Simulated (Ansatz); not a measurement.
**GeH2Cl (SMILES [Cl][GeH2]): RPA@PBE/STO-3G**

What is the vertical ionisation energy of GeH2Cl at RPA@PBE/STO-3G? 

The calculation is run with Ansatz 0.2.0.

57 further runs of the same task are left out: 6 that didn't finish, 51 set aside as unsound or not needed.

## (1) The system as given

GeH2Cl: 4 atoms, total charge 0, spin state doublet. As SMILES, `[Cl][GeH2]`. The shape is that of a PBE0-D4/def2-TZVP optimisation.

Bond lengths: Cl1–Ge2 2.156 Å, Ge2–H3 1.546 Å, Ge2–H4 1.546 Å. Angles: Cl1–Ge2–H3 106.8°, Cl1–Ge2–H4 106.8°, H3–Ge2–H4 112.3°.

## (2) A single-point energy at RPA@PBE/STO-3G

File in.yaml:

```yaml
basis:
  gaussian:
    orbitals: STO-3G
crystal:
  periodic: [false, false, false]
  atoms:
    - symbol: Cl
      position_ang: [-1.562900, 0.305200, 0.993500]
    - symbol: Ge
      position_ang: [0.106700, -0.451100, -0.141600]
    - symbol: H
      position_ang: [0.072700, 0.259600, -1.514200]
    - symbol: H
      position_ang: [1.383400, -0.113700, 0.662300]
correlation:
  method: rpa
  frozen_orbitals: {Cl: 5, Ge: 9, H: 0}
hamiltonian:
  xc: {name: PBE}
accuracy: high
magnetization:
  spin_polarized: true
  initial_magnetization: 1
```

Run with:

```bash
ansatz run in.yaml --threads 1 --pin off --max-ram 2610MiB --events-out events.jsonl --progress --plain --runs-dir runs
```

The log of the run:

```text
Warning: RAYON_NUM_THREADS=1 ignored (pool sized by the plan → 1); use --threads N
Functional definition: PBE
  name "PBE"
  parameter kappa = 0.804
  parameter beta = 0.06672455060314922
  exchange = pbe_x(kappa = kappa, mu = beta*pi^2/3)
  correlation = pbe_c(beta = beta)
426 factors; integrals over basis functions are off by at most 4.7e-9 eV
mean field evaluation 1: about -68138.0659 eV, gradient 1.7e2 eV
mean field evaluation 2: about -68138.0283 eV, gradient 1.7e2 eV
mean field evaluation 4: about -68256.9234 eV, gradient 2.2e1 eV
mean field evaluation 8: about -68268.8378 eV, gradient 1.5e-1 eV
mean field evaluation 16: about -68268.7481 eV, gradient 1.3e-4 eV
mean field evaluation 32: about -68241.5683 eV, gradient 5.7e1 eV
mean field evaluation 64: about -68253.8891 eV, gradient 2.8e1 eV
mean field evaluation 96: about -68268.7475 eV, gradient 1.4e-1 eV
mean field -68268.74805509 eV, -2508.8302168051 hartree, gradient 6.1e-8 eV, S^2 0.750823; 2 other end points of the search recorded, 0 dependent functions left out
14 core orbitals not correlated: weight in the atoms' cores, before any rotation towards them, 1.000 or more for the frozen orbitals, at most 0.000 for the correlated occupied ones
reference -68231.01556879 eV, -2507.4435735097 hartree; 12, 11 occupied and 3, 4 virtual orbitals, 426 factors
Total energy: -68234.35757065 eV, -2507.5663898127 hartree
```

It took 5.1 s on 1 thread of Arm Neoverse V1, shared host; peak memory 0.14 GiB.

## (3) The singlet cation at the same level

File run.yaml:

```yaml
crystal:
  periodic: [false, false, false]
  atoms:
    - symbol: Cl
      position_ang: [-1.562900, 0.305200, 0.993500]
    - symbol: Ge
      position_ang: [0.106700, -0.451100, -0.141600]
    - symbol: H
      position_ang: [0.072700, 0.259600, -1.514200]
    - symbol: H
      position_ang: [1.383400, -0.113700, 0.662300]
basis:
  gaussian: {orbitals: STO-3G}
total_charge: 1
hamiltonian: {xc: {name: PBE}}
correlation: {method: rpa, frozen_orbitals: {Cl: 5, Ge: 9, H: 0}}
accuracy: high
```

Run with:

```bash
ansatz run run.yaml --threads 1 --pin off --max-ram 2610MiB --events-out events.jsonl --progress --plain --runs-dir runs
```

The log of the run, shortened:

```text
Warning: RAYON_NUM_THREADS=1 ignored (pool sized by the plan → 1); use --threads N
[... 2 set-up lines as earlier in the session ...]
[...]
425 factors; integrals over basis functions are off by at most 4.7e-9 eV
[...]
mean field -68261.54617651 eV, -2508.5655526489 hartree, gradient 2.4e-8 eV, S^2 0.000000; 2 other end points of the search recorded, 0 dependent functions left out
14 core orbitals not correlated: weight in the atoms' cores, before any rotation towards them, 0.999 or more for the frozen orbitals, at most 0.000 for the correlated occupied ones
reference -68223.92268876 eV, -2507.1829149764 hartree; 11, 11 occupied and 4, 4 virtual orbitals, 425 factors
Total energy: -68228.27976476 eV, -2507.3430345657 hartree
```

Wall time 3.3 s (1 thread of Arm Neoverse V1, shared host); peak memory 0.1 GiB.

## (4) Summary of results

At RPA@PBE/STO-3G, 14 core orbitals frozen:

```
                                          quantity           value
                      doublet GeH2Cl: total energy  -2507.56639 Eh
  doublet GeH2Cl: RPA correlation energy (valence)      -122.8 mEh
 doublet GeH2Cl: ⟨S²⟩ of the reference determinant           0.751
                      singlet cation: total energy  -2507.34303 Eh
  singlet cation: RPA correlation energy (valence)      -160.1 mEh
vertical ionisation energy (to the singlet cation)        6.078 eV
```

**Reading.** The vertical ionisation energy comes to 6.08 eV (586 kJ/mol). Only the singlet of the ionised species was computed; a triplet could lie lower. In a minimal basis such a difference can be off by several eV, whatever the method.
